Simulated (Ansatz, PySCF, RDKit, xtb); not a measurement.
**CH5GaSi: from the formula to a structure**

Only the formula CH5GaSi is given. Aim: find the structure of lowest free energy at 298.15 K, then its properties.

Plan: many cheap relaxations first (GFN2-xTB), then density-functional screening, relaxation at B3LYP/6-31G*, vibrations and a final energy. The numbers are computed, not measured.

7 further runs of the same task are left out: 3 for a known fault of the program, 4 set aside as unsound or not needed.

## 1. Candidates

All bonding patterns within simple valence rules are listed by program: one Lewis structure each, at most two rings and one unusual centre or charged pair. O–O, O–halogen and N–halogen bonds and N–N–N chains are not drawn. That gives 25 candidates.

c004 [CH][GaH][SiH3] (triplet); c118 [SiH][CH2][GaH2]; c167 C=[SiH][GaH2]; c298 C[SiH2][Ga] (triplet); c306 [CH3][Ga+][SiH2-]; c359 [SiH][CH2][GaH2] (triplet); c423 C[SiH-][GaH+]; c430 [CH3][GaH][SiH] (triplet); c457 [SiH3][C][GaH2]; c477 [CH2-][Ga+][SiH3]; c486 C=[Si+][GaH3-]; c569 [CH][SiH2][GaH2] (triplet); c581 C[Si][GaH2]; c709 [SiH3][C][GaH2] (triplet); c713 [SiH3][CH2][Ga] (triplet); c752 C[SiH2][Ga]; c765 [CH3][GaH][SiH]; c817 [CH2]1[SiH+][GaH2-]1; c854 [SiH3][CH-][GaH+]; c866 [SiH3][CH2][Ga]; c871 [CH2]1[SiH2][GaH]1; c916 [CH][SiH2][GaH2]; c935 C[Si][GaH2] (triplet).

Candidates are built by distance geometry, with a force field where one applies, in up to four conformers (letters a to d). 5 starts with atoms placed at random are added, to find patterns that the rules miss.

**Question.** With final energies at CCSD(T)/def2-TZVP, which structure will this search put lowest in free energy, and by what margin?

| quantity | value |
| --- | --- |
| lowest structure found | [SiH3][CH2][Ga], singlet, Cs |
| next finalist | C[SiH2][Ga], singlet, 5.0 kcal/mol higher in G |
| share at equilibrium, among the finalists | 100.0 % |
| harmonic wavenumbers, lowest and highest (B3LYP/6-31G*) | 89 and 3057 cm⁻¹ |
| rotational constants, same geometry | 0.7312, 0.06444, 0.06115 cm⁻¹ |
| dipole moment (PBE0/def2-TZVPD) | 1.20 D |
| HOMO energy (PBE0/def2-TZVPD) | -5.93 eV |
| LUMO energy (PBE0/def2-TZVPD) | -1.57 eV |
| HOMO–LUMO gap (PBE0/def2-TZVPD) | 4.36 eV |
| lowest excitation (TD-B3LYP/def2-SVPD) | 3.14 eV (f = 0.033) |
| strongest of the states computed, same level | 5.73 eV (f = 0.453) |
| lowest triplet excitation, same level, Tamm-Dancoff | 2.30 eV |
| vertical ionisation energy | 7.86 eV |
| vertical electron affinity | 0.05 eV |
| vertical triplet less singlet | +2.23 eV |

The lowest structure found is `[SiH3][CH2][Ga]`. The margin of 5.0 kcal/mol over the next finalist is beyond the usual error of the last level; it says nothing of structures that weren't ranked. GFN2-xTB, r2SCAN-D4/def2-SVP, HF/def2-TZVP and MP2/def2-TZVP already put its bonding pattern lowest among the structures in one piece; HF/STO-3G favours the triplet [CH3][Ga][SiH2] ‡ (c430a, not a finalist); B3LYP/6-31G* favours the singlet C[SiH2][Ga]. Lowest found is not proven lowest: the search is finite, and each finalist counts with one conformer. Patterns outside the rules of the enumeration were met only by chance.

‡ marks the bonded skeleton alone, with all bonds drawn single: no Lewis structure was assigned that passes a check against the bond lengths.
